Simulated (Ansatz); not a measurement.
# MgGeH (quartet): B97M-V, PBE0 over a scan of the distance Mg2–H3, 6-31G

Aim: run MgGeH (quartet) with these functionals over a scan of the distance Mg2–H3, and hold them against the top wave-function level at the same points.

Method: 6-31G, all electrons in the functionals; program: Ansatz 0.2.0, Gaussian basis.

To be run: B97M-V, PBE0, at 1.352 Å; 1.531 Å; 1.697 Å; 1.900 Å; 2.054 Å; 2.314 Å; 2.684 Å; 3.095 Å; 3.786 Å; 4.533 Å; 5.904 Å.

18 further runs of the same task are left out: 15 that didn't finish, 3 set aside as unsound or not needed.

### 1 The system

The geometry derives from a PBE0/def2-TZVP stationary point (not a proven minimum). One bond is set to the value named and the two fragments are kept rigid. No spin-orbit coupling is included. The filled d shell of Ge may be among the frozen orbitals whatever the setting's name suggests; the logs give the count.

3 atoms, charge 0, spin multiplicity 4.

Atoms are counted from 1 here; the program's logs count them from 0.

Bond lengths: Ge1–Mg2 2.553 Å, Mg2–H3 1.697 Å. Angles: Ge1–Mg2–H3 180.0°.

As a file:

```xyz
3
charge 0, multiplicity 4
Ge    0.0000    0.0000    2.2675
Mg    0.0000    0.0000   -0.2851
H     0.0000    0.0000   -1.9824
```

No dispersion term is added; B97M-V holds VV10 nonlocal correlation.

The geometry shown and the zero of energy belong to the point 1.697 Å. The yardstick, FCI, and other wave-function levels (R restricted, U unrestricted, valence and pair active spaces) come from earlier runs.

### 2 B97M-V, 1.352 Å

Input file in.yaml:

```yaml
crystal:
  periodic: [false, false, false]
  atoms:
    - {symbol: Ge, position_ang: [0.000000, 0.000000, 2.152412]}
    - {symbol: Mg, position_ang: [0.000000, 0.000000, -0.400206]}
    - {symbol: H, position_ang: [0.000000, 0.000000, -1.752206]}
basis:
  gaussian: {orbitals: 6-31G}
magnetization: {spin_polarized: true, initial_magnetization: 3}
hamiltonian: {xc: {name: B97M-V}}
```

The run is started by

```console
ansatz run in.yaml --threads 1 --pin off --events-out ev --progress --plain --max-ram 2393MiB
```

Further steps of the session: B97M-V, 1.531 Å; B97M-V, 1.697 Å; B97M-V, 1.900 Å; B97M-V, 2.054 Å; B97M-V, 2.314 Å; B97M-V, 2.684 Å; B97M-V, 3.095 Å; B97M-V, 3.786 Å; B97M-V, 4.533 Å; B97M-V, 5.904 Å; PBE0, 1.352 Å; PBE0, 1.531 Å; PBE0, 1.697 Å; PBE0, 1.900 Å; PBE0, 2.054 Å; PBE0, 2.314 Å; PBE0, 2.684 Å; PBE0, 3.095 Å; PBE0, 3.786 Å; PBE0, 4.533 Å; PBE0, 5.904 Å.

Q: Predict the results of all the runs planned. Wanted: span of the FCI curve; largest miss, B97M-V; largest miss, PBE0.

The runs gave:

| quantity | value |
| --- | --- |
| span of the FCI curve | 1.725 eV |
| largest miss, B97M-V | +0.565 eV (5.904 Å) |
| largest miss, PBE0 | +0.301 eV (5.904 Å) |

In words: Of the functionals, PBE0 keep the smallest largest miss at the points compared (at most 0.301 eV) and B97M-V strays most (0.565 eV, at 5.904 Å). Functionals and the yardstick converge differently with the basis, so part of each miss in 6-31G is the basis.
